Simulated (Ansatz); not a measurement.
# Bi48Cl48O48, 144 atoms: how the time falls with more hardware

Wanted: the time that a single point at r2SCAN takes for Bi48Cl48O48, and how the time changes with the share of the machine.

Program: Ansatz 0.2.0 (single point, r2SCAN, plane waves PAW). Host: AMD EPYC 7R13 (Zen 3), 96 cores, 96 hardware threads, 1656 GiB, 8 × H100 80GB HBM3, 81559 MiB; it was booked for these runs alone, one at a time. Each run is timed once from launch to exit, start-up included.

## Step 1: What is computed

The cell holds 144 atoms in 2726 Å³, 4×3×2 copies of a database cell, with the atoms displaced at random so that no symmetry is left.

## Step 2: First run

Contents of input.yaml:

```yaml
crystal:
  lattice:
    - [15.573588, 0.000000, 0.000000]
    - [0.000000, 11.680191, 0.000000]
    - [0.000000, 0.000000, 14.986378]
  atoms:
    - { symbol: Bi, position: [0.001807, 0.169360, 0.417902] }
    - { symbol: Bi, position: [0.122745, 0.000550, 0.087792] }
    - { symbol: Cl, position: [0.123828, 0.004259, 0.327347] }
    - { symbol: Cl, position: [0.004280, 0.169354, 0.173902] }
    - { symbol: O, position: [0.000988, -0.000625, -0.001323] }
    - { symbol: O, position: [0.126049, 0.163419, 0.002336] }
    - { symbol: Bi, position: [0.005986, 0.164315, 0.914501] }
    - { symbol: Bi, position: [0.129070, -0.001531, 0.584163] }
    - { symbol: Cl, position: [0.124742, 0.002974, 0.819377] }
    - { symbol: Cl, position: [0.005379, 0.167148, 0.672075] }
    - { symbol: O, position: [-0.001871, -0.001369, 0.499657] }
    - { symbol: O, position: [0.130210, 0.171750, 0.501790] }
# [... 128 more atoms ...]
    - { symbol: Cl, position: [0.874293, 0.665243, 0.829086] }
    - { symbol: Cl, position: [0.749917, 0.833023, 0.676066] }
    - { symbol: O, position: [0.749778, 0.660743, 0.500651] }
    - { symbol: O, position: [0.872805, 0.828163, 0.497895] }
kpoints:
  mp_grid: { grid: [2, 3, 2] }
basis: { ecutwfc: 350 }
hamiltonian:
  xc: r2scan
scf:
  occupations: { method: fixed }
```

The run is started by

```console
ansatz run input.yaml --backend cuda --devices 1 --events-out ev --progress --plain --runs-dir out
```

## Step 3: On 96 threads

input.yaml is that of step 2.

Q: Predict the timings and the best choice. Wanted: reference.

As calculated:

| quantity | value |
| --- | --- |
| reference | 7.5 s on 1 GPU, 48 threads |

**Reading.** The best GPU run (1 GPU, 48 threads) takes 7.5 s against 68 s on the CPU alone (96 threads), 9.1 times faster. In the reference run the eigensolver takes 52 % of the time. The figures hold for this build, input and host.
